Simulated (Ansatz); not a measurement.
**C₂H₆MoS₂: up Jacob's ladder to CCSD(T)**

The task here is to estimate one member of a computed series from the others.

Program: Ansatz 0.2.0, Gaussian basis. Level of theory: functionals in def2-TZVPP, the program's frozen cores in correlated methods. These are calculated values, not measurements.

Levels to be run: LDA (SPW92), PBE-D4, revPBE-D4, BLYP-D4, r2SCAN-D4, B97M-V, PBE0-D4, B3LYP-D4, r2SCANh-D4, r2SCAN0-D4, HSE06-D4, BHLYP-D4, CAM-B3LYP-D4, LC-ωPBE, ωB97X-V, ωB97M-V, B2PLYP, PBE-QIDH; CCSD(T)/def2-SVP; CCSD(T)/def2-TZVPP; MP2/def2-QZVPP; extrapolation to the limit; RPA on PBE.

**Structure used throughout**

The geometry comes from an earlier relaxation with PBE0-D4 in a triple-zeta def2 set; it is a stationary point, not always the lowest conformer. Mo takes the def2 core potential; no spin-orbit term is included.

SMILES `[CH3][Mo]([CH3])(=[S])=[S]`, 11 atoms, charge 0, spin multiplicity 1.

Atoms are counted from 1 here; the program's logs count them from 0.

Bond lengths: C1–Mo2 2.081 Å, C1–H6 1.096 Å, C1–H7 1.096 Å, C1–H8 1.091 Å, Mo2–C3 2.081 Å, Mo2–S4 2.093 Å, Mo2–S5 2.093 Å, C3–H9 1.091 Å, C3–H10 1.096 Å, C3–H11 1.096 Å. Angles: Mo2–C1–H6 107.5°, Mo2–C1–H7 107.4°, Mo2–C1–H8 113.3°, H6–C1–H7 110.4°, H6–C1–H8 109.1°, H7–C1–H8 109.1°, C1–Mo2–C3 113.7°, C1–Mo2–S4 108.0°, C1–Mo2–S5 107.9°, C3–Mo2–S4 107.9°, C3–Mo2–S5 108.0°, S4–Mo2–S5 111.3°, Mo2–C3–H9 113.3°, Mo2–C3–H10 107.5°, Mo2–C3–H11 107.5°, H9–C3–H10 109.1°, H9–C3–H11 109.1°, H10–C3–H11 110.4°.

Set-up of the first run:

Input file in.yaml:

```yaml
crystal:
  periodic: [false, false, false]
  atoms:
    - {symbol: C, position_ang: [-1.708627, 0.379248, 0.340487]}
    - {symbol: Mo, position_ang: [0.075843, 0.156969, -0.706613]}
    - {symbol: C, position_ang: [1.642483, -0.570752, 0.453655]}
    - {symbol: S, position_ang: [-0.255278, -1.198915, -2.266289]}
    - {symbol: S, position_ang: [0.633023, 2.037268, -1.437858]}
    - {symbol: H, position_ang: [-1.989373, -0.606582, 0.727824]}
    - {symbol: H, position_ang: [-1.520024, 1.074715, 1.166229]}
    - {symbol: H, position_ang: [-2.522907, 0.767095, -0.273536]}
    - {symbol: H, position_ang: [2.573792, -0.685263, -0.103169]}
    - {symbol: H, position_ang: [1.336026, -1.547676, 0.844374]}
    - {symbol: H, position_ang: [1.800543, 0.136895, 1.275295]}
basis:
  gaussian: {orbitals: def2-TZVPP}
hamiltonian: {xc: lda}
output: {orbitals: {seedname: orbitals}}
```

Run with:

```console
$ ansatz run in.yaml --threads 4 --pin off --events-out ev --progress --plain --max-ram 11315MiB
```

Steps of the session up to this table: LDA; PBE-D4 (GGA); revPBE-D4 (GGA); BLYP-D4 (GGA); r2SCAN-D4 (meta-GGA); B97M-V (meta-GGA); PBE0-D4 (hybrid); B3LYP-D4 (hybrid); r2SCANh-D4 (hybrid); r2SCAN0-D4 (hybrid); HSE06-D4 (hybrid); BHLYP-D4 (hybrid); CAM-B3LYP-D4 (range-separated); LC-ωPBE (range-separated); ωB97X-V (range-separated); ωB97M-V (range-separated); B2PLYP (double hybrid); PBE-QIDH (double hybrid).

One of the session's tables, all rows but one given; the rest of the session is left out.

It belongs to the step «Orbital energies across the functionals». 

| functional | HOMO (eV) | LUMO (eV) | gap (eV) |
| --- | --- | --- | --- |
| LDA (SPW92) | -6.25 | -4.09 | 2.16 |
| PBE-D4 | -6.12 | -3.91 | 2.21 |
| revPBE-D4 | -6.06 | -3.84 | 2.23 |
| BLYP-D4 | ? | ? | ? |
| r2SCAN-D4 | -6.35 | -3.88 | 2.47 |
| B97M-V | -6.41 | -3.86 | 2.55 |
| PBE0-D4 | -7.17 | -3.18 | 3.99 |
| B3LYP-D4 | -6.94 | -3.36 | 3.58 |
| r2SCANh-D4 | -6.74 | -3.60 | 3.14 |
| r2SCAN0-D4 | -7.32 | -3.15 | 4.17 |
| HSE06-D4 | -6.78 | -3.55 | 3.23 |
| BHLYP-D4 | -8.06 | -2.24 | 5.81 |
| CAM-B3LYP-D4 | -8.33 | -2.13 | 6.20 |
| LC-ωPBE | -9.61 | -1.11 | 8.50 |
| ωB97X-V | -9.29 | -1.16 | 8.13 |
| ωB97M-V | -9.14 | -1.16 | 7.98 |

Q: Estimate the row for BLYP-D4 from the others.

Worked estimate for «HOMO (eV)». Against the share of exact exchange, B3LYP-D4 (0.2, -6.94), BHLYP-D4 (0.5, -8.06) give a slope of -3.73 per unit share; at 0 the line stands at -6.19.

As computed: HOMO (eV): -5.94; LUMO (eV): -3.77; gap (eV): 2.16. In «HOMO (eV)» the line misses by -0.25.
